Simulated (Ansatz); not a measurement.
# Si2H6 + H2O: a complex and its separated parts, part 2 of 2

Ansatz 0.2.0, Gaussian basis. The steps go on from the part before.

## 13. CAM-B3LYP-D4/def2-TZVPP

The inputs:

parta/in.yaml

```yaml
crystal:
  periodic: [false, false, false]
  atoms:
    - {symbol: Si, position_ang: [-0.280910, -0.818812, -0.939697]}
    - {symbol: H, position_ang: [0.658540, 0.006756, -1.745253]}
    - {symbol: H, position_ang: [-0.407826, -2.155870, -1.579368]}
    - {symbol: H, position_ang: [-1.615237, -0.161093, -0.943288]}
    - {symbol: Si, position_ang: [0.507921, -1.041631, 1.250502]}
    - {symbol: H, position_ang: [0.622911, 0.293616, 1.896201]}
    - {symbol: H, position_ang: [-0.425172, -1.878762, 2.051515]}
    - {symbol: H, position_ang: [1.847814, -1.687962, 1.252205]}
basis:
  gaussian: {orbitals: def2-TZVPP}
hamiltonian: {xc: {name: CAM-B3LYP}, dispersion: d4}
```

partb/in.yaml

```yaml
crystal:
  periodic: [false, false, false]
  atoms:
    - {symbol: H, position_ang: [0.336516, 2.602227, -0.855416]}
    - {symbol: O, position_ang: [-0.164793, 2.324414, -0.085802]}
    - {symbol: H, position_ang: [-1.079764, 2.516918, -0.301597]}
basis:
  gaussian: {orbitals: def2-TZVPP}
hamiltonian: {xc: {name: CAM-B3LYP}, dispersion: d4}
```

Each run has its own folder and the same command.

Command:

```bash
ansatz run in.yaml --threads 4 --pin off --events-out ev --progress --plain --max-ram 9574MiB
```

Output in parta (excerpt; [...] marks lines left out):

```text
Functional definition: CAM-B3LYP
  name "CAM-B3LYP"
  cite "Yanai, Tew & Handy, Chem. Phys. Lett. 393, 51 (2004) doi:10.1016/j.cplett.2004.06.011"
  cite "Iikura, Tsuneda, Yanai & Hirao, J. Chem. Phys. 115, 3540 (2001) doi:10.1063/1.1383587"
  cite "Becke, Phys. Rev. A 38, 3098 (1988) doi:10.1103/PhysRevA.38.3098"
  cite "Lee, Yang & Parr, Phys. Rev. B 37, 785 (1988) doi:10.1103/PhysRevB.37.785"
[...]
  # Exact exchange under (alpha + beta erf(omega r))/r, Becke's under what is left of 1/r.
[...]
936 factors; their error is unknown
252 factors; integrals over basis functions are off by at most 1.3e-5 eV
[...]
mean field -15853.32798647 eV, -582.5990577311 hartree, gradient 4.0e-5 eV, S^2 0.000000; 0 other end points of the search recorded, 0 dependent functions left out
reference -15853.32811704 eV, -582.5990625295 hartree; 17, 17 occupied and 151, 151 virtual orbitals, 936 factors
Total energy: -15853.43977666 eV, -582.6031659447 hartree
```

Log of partb (excerpt; [...] marks lines left out):

```text
[... 6 set-up lines as earlier in the session ...]
[...]
  # Exact exchange under (alpha + beta erf(omega r))/r, Becke's under what is left of 1/r.
[...]
269 factors; their error is unknown
72 factors; integrals over basis functions are off by at most 1.6e-5 eV
[...]
mean field -2079.99968467 eV, -76.4385785371 hartree, gradient 1.1e-5 eV, S^2 0.000000; 0 other end points of the search recorded, 0 dependent functions left out
reference -2079.99975210 eV, -76.4385810151 hartree; 5, 5 occupied and 54, 54 virtual orbitals, 269 factors
Total energy: -2080.00381808 eV, -76.4387304370 hartree
```

Times: 4.8 s (parta), 0.66 s (partb) on 4 threads of Intel Xeon at 2.50GHz, shared host.

## 14. wB97X-V/def2-TZVPP

Each input of step 13 (parta, partb) changes in the same lines:

```diff
-hamiltonian: {xc: {name: CAM-B3LYP}, dispersion: d4}
+hamiltonian: {xc: {name: wB97X-V}}
```

The same command starts each run, in its folder.

Command:

```bash
ansatz run in.yaml --threads 4 --pin off --events-out ev --progress --plain --max-ram 9574MiB
```

Log of parta (excerpt; [...] marks lines left out):

```text
Functional definition: wB97X-V
  name "wB97X-V"
  cite "Mardirossian & Head-Gordon, Phys. Chem. Chem. Phys. 16, 9904 (2014) doi:10.1039/C3CP54374A"
[... 2 set-up lines as earlier in the session ...]
[...]
      + integral(e_c_pw_opposite_spin*poly(b97_u_opposite, cos0, cos1)) + vv10(b, c)
936 factors; their error is unknown
230 factors; integrals over basis functions are off by at most 9.1e-6 eV
[...]
mean field -15850.63961658 eV, -582.5002619599 hartree, gradient 3.3e-5 eV, S^2 0.000000; 0 other end points of the search recorded, 0 dependent functions left out
reference -15850.63961435 eV, -582.5002618778 hartree; 17, 17 occupied and 151, 151 virtual orbitals, 936 factors
Total energy: -15850.63961435 eV, -582.5002618778 hartree
```

Log of partb (excerpt; [...] marks lines left out):

```text
[... 5 set-up lines as earlier in the session ...]
[...]
      + integral(e_c_pw_opposite_spin*poly(b97_u_opposite, cos0, cos1)) + vv10(b, c)
269 factors; their error is unknown
69 factors; integrals over basis functions are off by at most 2.2e-5 eV
[...]
mean field -2079.88767247 eV, -76.4344621649 hartree, gradient 2.2e-5 eV, S^2 0.000000; 0 other end points of the search recorded, 0 dependent functions left out
reference -2079.88767158 eV, -76.4344621320 hartree; 5, 5 occupied and 54, 54 virtual orbitals, 269 factors
Total energy: -2079.88767158 eV, -76.4344621320 hartree
```

They took 9 s (parta), 1.1 s (partb) on 4 threads of Intel Xeon at 2.50GHz, shared host.

## 15. wB97M-V/def2-TZVPP

Each input of step 14 (parta, partb) changes in the same lines:

```diff
-hamiltonian: {xc: {name: wB97X-V}}
+hamiltonian: {xc: {name: wB97M-V}}
```

One command serves all of them, each in its own folder.

Command:

```bash
ansatz run in.yaml --threads 4 --pin off --events-out ev --progress --plain --max-ram 9574MiB
```

Output in parta (excerpt; [...] marks lines left out):

```text
Functional definition: wB97M-V
  name "wB97M-V"
  cite "Mardirossian & Head-Gordon, J. Chem. Phys. 144, 214110 (2016) doi:10.1063/1.4952647"
[... 2 set-up lines as earlier in the session ...]
  # Of w^i u^j: cxij and so on, Table III.
[...]
  gx(w, u) = 1 - cx + cx01*u + cx10*w
[...]
      + integral(e_c_pw_mod_opposite_spin*gos(b97_w_opposite, b97_u_opposite)) + vv10(b, c)
936 factors; their error is unknown
230 factors; integrals over basis functions are off by at most 9.1e-6 eV
[...]
mean field -15851.23978299 eV, -582.5223176688 hartree, gradient 6.4e-5 eV, S^2 0.000000; 0 other end points of the search recorded, 0 dependent functions left out
reference -15851.23983723 eV, -582.5223196620 hartree; 17, 17 occupied and 151, 151 virtual orbitals, 936 factors
Total energy: -15851.23983723 eV, -582.5223196620 hartree
```

Output in partb (excerpt; [...] marks lines left out):

```text
[... 5 set-up lines as earlier in the session ...]
  # Of w^i u^j: cxij and so on, Table III.
[...]
  gx(w, u) = 1 - cx + cx01*u + cx10*w
[...]
      + integral(e_c_pw_mod_opposite_spin*gos(b97_w_opposite, b97_u_opposite)) + vv10(b, c)
269 factors; their error is unknown
69 factors; integrals over basis functions are off by at most 2.2e-5 eV
[...]
mean field -2079.85938295 eV, -76.4334225441 hartree, gradient 2.9e-5 eV, S^2 0.000000; 0 other end points of the search recorded, 0 dependent functions left out
reference -2079.85940496 eV, -76.4334233529 hartree; 5, 5 occupied and 54, 54 virtual orbitals, 269 factors
Total energy: -2079.85940496 eV, -76.4334233529 hartree
```

They took 9 s (parta), 1.2 s (partb) on 4 threads of Intel Xeon at 2.50GHz, shared host.

## 16. B2PLYP/def2-TZVPP

The same edit goes into each in.yaml of step 15 (parta, partb):

```diff
-hamiltonian: {xc: {name: wB97M-V}}
+hamiltonian: {xc: {name: B2PLYP}}
```

One command serves all of them, each in its own folder.

Command:

```bash
ansatz run in.yaml --threads 4 --pin off --events-out ev --progress --plain --max-ram 9574MiB
```

Output in parta (excerpt; [...] marks lines left out):

```text
Functional definition: B2PLYP
  name "B2PLYP"
  cite "Grimme, J. Chem. Phys. 124, 034108 (2006) doi:10.1063/1.2148954"
[... 2 set-up lines as earlier in the session ...]
[...]
931 factors; integrals over basis functions are off by at most 7.8e-4 eV
[...]
mean field -15843.86068381 eV, -582.2511407757 hartree, gradient 2.2e-6 eV, S^2 0.000000; 0 other end points of the search recorded, 0 dependent functions left out
10 core orbitals not correlated: weight in the atoms' cores, before any rotation towards them, 1.000 or more for the frozen orbitals, at most 0.000 for the correlated occupied ones
reference -15843.86085334 eV, -582.2511470057 hartree; 7, 7 occupied and 151, 151 virtual orbitals, 931 factors
second order -8.91243744 eV of doubles, -0.00000000 eV of singles
Total energy: -15846.26721145 eV, -582.3395790351 hartree
```

Log of partb (excerpt; [...] marks lines left out):

```text
[... 5 set-up lines as earlier in the session ...]
[...]
361 factors; integrals over basis functions are off by at most 7.6e-4 eV
[...]
mean field -2077.03827737 eV, -76.3297488261 hartree, gradient 8.4e-7 eV, S^2 0.000000; 0 other end points of the search recorded, 0 dependent functions left out
1 core orbitals not correlated: weight in the atoms' cores, before any rotation towards them, 1.000 or more for the frozen orbitals, at most 0.000 for the correlated occupied ones
reference -2077.03836239 eV, -76.3297519507 hartree; 4, 4 occupied and 54, 54 virtual orbitals, 361 factors
second order -8.41873720 eV of doubles, -0.00000000 eV of singles
Total energy: -2079.31142144 eV, -76.4132853298 hartree
```

They took 6.5 s (parta), 0.86 s (partb) on 4 threads of Intel Xeon at 2.50GHz, shared host.

## 17. PBE-QIDH/def2-TZVPP

The same edit goes into each in.yaml of step 16 (parta, partb):

```diff
-hamiltonian: {xc: {name: B2PLYP}}
+hamiltonian: {xc: {name: PBE-QIDH}}
```

Each run has its own folder and the same command.

Command:

```bash
ansatz run in.yaml --threads 4 --pin off --events-out ev --progress --plain --max-ram 9574MiB
```

Log of parta (excerpt; [...] marks lines left out):

```text
Functional definition: PBE-QIDH
  name "PBE-QIDH"
  cite "Brémond, Sancho-García, Pérez-Jiménez & Adamo, J. Chem. Phys. 141, 031101 (2014) doi:10.1063/1.4890314"
[... 1 set-up line as earlier in the session ...]
[...]
931 factors; integrals over basis functions are off by at most 7.8e-4 eV
[...]
mean field -15838.85835874 eV, -582.0673087200 hartree, gradient 1.2e-6 eV, S^2 0.000000; 0 other end points of the search recorded, 0 dependent functions left out
10 core orbitals not correlated: weight in the atoms' cores, before any rotation towards them, 1.000 or more for the frozen orbitals, at most 0.000 for the correlated occupied ones
reference -15838.85837220 eV, -582.0673092147 hartree; 7, 7 occupied and 151, 151 virtual orbitals, 931 factors
second order -8.26854815 eV of doubles, -0.00000000 eV of singles
Total energy: -15841.61455492 eV, -582.1685970614 hartree
```

partb printed (excerpt; [...] marks lines left out):

```text
[... 4 set-up lines as earlier in the session ...]
[...]
361 factors; integrals over basis functions are off by at most 7.6e-4 eV
[...]
mean field -2075.58435003 eV, -76.2763179819 hartree, gradient 2.2e-6 eV, S^2 0.000000; 0 other end points of the search recorded, 0 dependent functions left out
1 core orbitals not correlated: weight in the atoms' cores, before any rotation towards them, 1.000 or more for the frozen orbitals, at most 0.000 for the correlated occupied ones
reference -2075.58435552 eV, -76.2763181838 hartree; 4, 4 occupied and 54, 54 virtual orbitals, 361 factors
second order -7.85900232 eV of doubles, -0.00000000 eV of singles
Total energy: -2078.20402296 eV, -76.3725891865 hartree
```

Times: 7 s (parta), 0.98 s (partb) on 4 threads of Intel Xeon at 2.50GHz, shared host.

## 18. RPA on PBE/def2-TZVPP

The same edit goes into each in.yaml of step 17 (parta, partb):

```diff
-hamiltonian: {xc: {name: PBE-QIDH}}
+hamiltonian: {xc: pbe}
+correlation: {method: rpa}
```

Each run has its own folder and the same command.

Command:

```bash
ansatz run in.yaml --threads 4 --pin off --events-out ev --progress --plain --max-ram 9574MiB
```

Output in parta (excerpt; [...] marks lines left out):

```text
[... 4 set-up lines as earlier in the session ...]
[...]
931 factors; integrals over basis functions are off by at most 7.8e-4 eV
[...]
mean field -15844.47742425 eV, -582.2738055687 hartree, gradient 7.9e-6 eV, S^2 0.000000; 0 other end points of the search recorded, 0 dependent functions left out
10 core orbitals not correlated: weight in the atoms' cores, before any rotation towards them, 1.000 or more for the frozen orbitals, at most 0.000 for the correlated occupied ones
reference -15818.79856961 eV, -581.3301250665 hartree; 7, 7 occupied and 151, 151 virtual orbitals, 931 factors
Total energy: -15834.01871936 eV, -581.8894552531 hartree
```

Log of partb (excerpt; [...] marks lines left out):

```text
[... 4 set-up lines as earlier in the session ...]
[...]
361 factors; integrals over basis functions are off by at most 7.6e-4 eV
[...]
mean field -2078.40755708 eV, -76.3800689273 hartree, gradient 2.1e-6 eV, S^2 0.000000; 0 other end points of the search recorded, 0 dependent functions left out
1 core orbitals not correlated: weight in the atoms' cores, before any rotation towards them, 1.000 or more for the frozen orbitals, at most 0.000 for the correlated occupied ones
reference -2069.53695834 eV, -76.0540804366 hartree; 4, 4 occupied and 54, 54 virtual orbitals, 361 factors
Total energy: -2080.48260790 eV, -76.4563256385 hartree
```

Wall times: 5 s (parta), 0.82 s (partb) on 4 threads of Intel Xeon at 2.50GHz, shared host.

## 19. CCSD(T)/def2-TZVPP

The same edit goes into each in.yaml of step 18 (parta, partb):

```diff
-hamiltonian: {xc: pbe}
-correlation: {method: rpa}
+correlation: {method: ccsd_t}
```

One command serves all of them, each in its own folder.

Command:

```bash
ansatz run in.yaml --threads 4 --pin off --events-out ev --progress --plain --max-ram 9574MiB
```

parta printed (excerpt; [...] marks lines left out):

```text
Functional definition: HF
  name "HF"
  cite "Fock, Z. Phys. 61, 126 (1930) doi:10.1007/BF01340294"
[... 1 set-up line as earlier in the session ...]
[...]
931 factors; integrals over basis functions are off by at most 7.8e-4 eV
[...]
mean field -15819.75892015 eV, -581.3654172979 hartree, gradient 1.5e-6 eV, S^2 0.000000; 0 other end points of the search recorded, 0 dependent functions left out
10 core orbitals not correlated: weight in the atoms' cores, before any rotation towards them, 1.000 or more for the frozen orbitals, at most 0.000 for the correlated occupied ones
reference -15819.75892015 eV, -581.3654172979 hartree; 7, 7 occupied and 151, 151 virtual orbitals, 931 factors
second order -7.21631287 eV of doubles, -0.00000000 eV of singles
cycle   1  -8.21255383 eV  change    -1.0e0 eV  update   7.5e-2
[...]
cycle   8  -8.58648803 eV  change   -8.8e-6 eV  update   1.1e-5
perturbative correction -0.25513661 eV, -0.0093760973 hartree
Total energy: -15828.60054478 eV, -581.6903410100 hartree
```

Log of partb (excerpt; [...] marks lines left out):

```text
[... 4 set-up lines as earlier in the session ...]
[...]
361 factors; integrals over basis functions are off by at most 7.6e-4 eV
[...]
mean field -2069.76240531 eV, -76.0623654598 hartree, gradient 3.6e-6 eV, S^2 0.000000; 0 other end points of the search recorded, 0 dependent functions left out
1 core orbitals not correlated: weight in the atoms' cores, before any rotation towards them, 1.000 or more for the frozen orbitals, at most 0.000 for the correlated occupied ones
reference -2069.76240531 eV, -76.0623654598 hartree; 4, 4 occupied and 54, 54 virtual orbitals, 361 factors
second order -7.10557459 eV of doubles, -0.00000000 eV of singles
cycle   1  -7.11163415 eV  change   -6.1e-3 eV  update   4.1e-2
[...]
cycle   8  -7.26609050 eV  change    3.4e-6 eV  update   7.2e-6
perturbative correction -0.20740420 eV, -0.0076219639 hartree
Total energy: -2077.23590002 eV, -76.3370113247 hartree
```

Times: 17 s (parta), 0.97 s (partb) on 4 threads of Intel Xeon at 2.50GHz, shared host; peak memory 1.2 GiB.

## 20. Vibrations of Si2H6

vib-parta/in.yaml

```yaml
crystal:
  periodic: [false, false, false]
  atoms:
    - {symbol: Si, position_ang: [-0.280910, -0.818812, -0.939697]}
    - {symbol: H, position_ang: [0.658540, 0.006756, -1.745253]}
    - {symbol: H, position_ang: [-0.407826, -2.155870, -1.579368]}
    - {symbol: H, position_ang: [-1.615237, -0.161093, -0.943288]}
    - {symbol: Si, position_ang: [0.507921, -1.041631, 1.250502]}
    - {symbol: H, position_ang: [0.622911, 0.293616, 1.896201]}
    - {symbol: H, position_ang: [-0.425172, -1.878762, 2.051515]}
    - {symbol: H, position_ang: [1.847814, -1.687962, 1.252205]}
basis:
  gaussian: {orbitals: def2-TZVP}
hamiltonian: {xc: pbe0, dispersion: d4}
phonons: {temperatures: {t_min: 298.15, t_max: 900, t_step: 200}}
```

Command:

```bash
ansatz run in.yaml --threads 4 --pin off --events-out ev --progress --plain --max-ram 9574MiB
```

The program printed (excerpt; [...] marks lines left out):

```text
[... 5 set-up lines as earlier in the session ...]
[...]
800 factors; their error is unknown
[...]
mean field -15846.23060454 eV, -582.3382337561 hartree, gradient 1.5e-5 eV, S^2 0.000000; 0 other end points of the search recorded, 0 dependent functions left out
[...]
Atom 5 at     0.622911     0.293616     1.896201 Å, force     0.000237    -0.000211    -0.000683 eV/Å
Atom 6 at    -0.425172    -1.878762     2.051515 Å, force     0.000066     0.000697    -0.000190 eV/Å
Atom 7 at     1.847814    -1.687962     1.252205 Å, force    -0.000565    -0.000209     0.000072 eV/Å
Dipole moment:     0.000012     0.000198     0.000074 e Å
Vibrations: 135.41 361.66 361.69 432.58 625.18 625.20 836.40 909.53 931.57 931.59 945.74 945.76 2212.49 2219.85 2221.98 2222.02 2231.71 2231.75 cm⁻¹, zero-point energy 1.325523 eV
```

Run time: 96 s. Hardware: 4 threads of Intel Xeon at 2.50GHz, shared host.

The modes, with what each moves most:

| mode | wavenumber (cm⁻¹) | character |
| --- | --- | --- |
| 1 | 135 | torsion |
| 2 | 362 | bend |
| 3 | 362 | bend |
| 4 | 433 | Si–Si stretch |
| 5 | 625 | bend |
| 6 | 625 | bend |
| 7 | 836 | bend |
| 8 | 910 | bend |
| 9 | 932 | bend with torsion |
| 10 | 932 | bend with torsion |
| 11 | 946 | bend with torsion |
| 12 | 946 | bend with torsion |
| 13 | 2212 | Si–H stretch |
| 14 | 2220 | Si–H stretch |
| 15 | 2222 | Si–H stretch |
| 16 | 2222 | Si–H stretch |
| 17 | 2232 | Si–H stretch |
| 18 | 2232 | Si–H stretch |

Vibrational sums (real modes only):

| T (K) | entropy (J/mol/K) | heat capacity (J/mol/K) |
| --- | --- | --- |
| 298 | 31.6 | 47.2 |
| 498 | 63.1 | 75.5 |
| 698 | 91.8 | 94.7 |
| 898 | 117.4 | 108.6 |

## 21. Vibrations of H2O

vib-partb/in.yaml

```yaml
crystal:
  periodic: [false, false, false]
  atoms:
    - {symbol: H, position_ang: [0.336516, 2.602227, -0.855416]}
    - {symbol: O, position_ang: [-0.164793, 2.324414, -0.085802]}
    - {symbol: H, position_ang: [-1.079764, 2.516918, -0.301597]}
basis:
  gaussian: {orbitals: def2-TZVP}
hamiltonian: {xc: pbe0, dispersion: d4}
phonons: {temperatures: {t_min: 298.15, t_max: 900, t_step: 200}}
```

Command:

```bash
ansatz run in.yaml --threads 4 --pin off --events-out ev --progress --plain --max-ram 9574MiB
```

The program printed (excerpt; [...] marks lines left out):

```text
[... 5 set-up lines as earlier in the session ...]
[...]
239 factors; their error is unknown
[...]
mean field -2078.33307679 eV, -76.3773318271 hartree, gradient 1.2e-5 eV, S^2 0.000000; 0 other end points of the search recorded, 0 dependent functions left out
[...]
Total energy: -2078.33734663 eV, -76.3774887412 hartree
Atom 0 at     0.336516     2.602227    -0.855416 Å, force     0.000115    -0.000067     0.000126 eV/Å
Atom 1 at    -0.164793     2.324414    -0.085802 Å, force    -0.000123     0.000140    -0.000294 eV/Å
Atom 2 at    -1.079764     2.516918    -0.301597 Å, force     0.000008    -0.000073     0.000168 eV/Å
Dipole moment:    -0.152527     0.173417    -0.363344 e Å
Vibrations: 1622.90 3851.61 3959.33 cm⁻¹, zero-point energy 0.584824 eV
```

Wall time 2.5 s (4 threads of Intel Xeon at 2.50GHz, shared host).

The modes, with what each moves most:

| mode | wavenumber (cm⁻¹) | character |
| --- | --- | --- |
| 1 | 1623 | bend |
| 2 | 3852 | O–H stretch |
| 3 | 3959 | O–H stretch |

Vibrational sums (real modes only):

| T (K) | entropy (J/mol/K) | heat capacity (J/mol/K) |
| --- | --- | --- |
| 298 | 0.0 | 0.2 |
| 498 | 0.4 | 1.7 |
| 698 | 1.4 | 3.9 |
| 898 | 2.6 | 6.1 |

## 22. Complex less separated parts

The complex's own energies come from single points at the same levels.

Rows are in def2-TZVPP; times add the 3 runs of a level on a shared host, so small differences are noise.

Differences are taken before rounding.

| method | rung | complex less parts (kJ/mol) | from CCSD(T) (kJ/mol) | time |
| --- | --- | --- | --- | --- |
| SPW92 | LDA | -17.2 | -9.1 | 7.7 s |
| PBE-D4 | GGA | -11.2 | -3.0 | 9.6 s |
| BLYP-D4 | GGA | -9.5 | -1.4 | 9.6 s |
| r2SCAN-D4 | meta-GGA | -10.2 | -2.1 | 14 s |
| B97M-V | meta-GGA | -11.6 | -3.4 | 25 s |
| PBE0-D4 | hybrid | -9.8 | -1.7 | 12 s |
| B3LYP-D4 | hybrid | -9.6 | -1.4 | 11 s |
| r2SCAN0-D4 | hybrid | -9.8 | -1.6 | 15 s |
| BHLYP-D4 | hybrid | -10.0 | -1.9 | 11 s |
| CAM-B3LYP-D4 | range-separated hybrid | -10.4 | -2.3 | 13 s |
| wB97X-V | range-separated hybrid | -10.4 | -2.3 | 24 s |
| wB97M-V | range-separated hybrid | -11.4 | -3.3 | 26 s |
| B2PLYP | double hybrid | -5.7 | +2.5 | 21 s |
| PBE-QIDH | double hybrid | -7.1 | +1.1 | 20 s |
| RPA on PBE | RPA | -6.3 | +1.8 | 17 s |
| Hartree-Fock | wavefunction | -0.2 | +8.0 |  |
| MP2 | wavefunction | -8.4 | -0.2 |  |
| CCSD | wavefunction | -6.9 | +1.3 |  |
| CCSD(T) | wavefunction | -8.1 | 0 | 1.7 min |

Among the levels timed on like hardware and quicker than the yardstick, those that no quicker one beats, quickest first: SPW92 (7.7 s, -9.1 kJ/mol); PBE-D4 (9.6 s, -3.0 kJ/mol); BLYP-D4 (9.6 s, -1.4 kJ/mol); PBE-QIDH (20 s, +1.1 kJ/mol).

For cost: PBE-QIDH gets within 1.1 kJ/mol in 20 s, where CCSD(T) took 1.7 min; the quickest level in the cost chart, SPW92, takes 7.7 s and misses by 9.1 kJ/mol.

The complex's zero-point energy, from a separate PBE0-D4 run, is 1.949 eV.

## 23. What came out

What follows sums up all 2 parts.

| quantity | value |
| --- | --- |
| complex less parts, CCSD(T)/def2-TZVPP | -8.1 kJ/mol |
| with zero-point energy | -4.4 kJ/mol |
| largest T1 diagnostic | 0.013 |

At CCSD(T) the complex lies 8.1 kJ/mol below its parts. Among the functionals PBE-QIDH lands nearest to CCSD(T) (+1.1 kJ/mol) and SPW92 farthest (-9.1 kJ/mol). Mean unsigned error by rung: LDA 9.1, GGA 2.2, meta-GGA 2.8, hybrid 1.7, range-separated hybrid 2.6, double hybrid 1.8 kJ/mol. PBE-D4 gives a relative energy 3.0 kJ/mol too low, an error of 37 % of the reference. The complex's frequency run has imaginary modes: the structure is no minimum, so both the energy and the zero-point correction are in doubt. No counterpoise was applied, and triple zeta lacks some correlation, so the CCSD(T) reference has a basis error of its own, and close matches with it are partly luck.
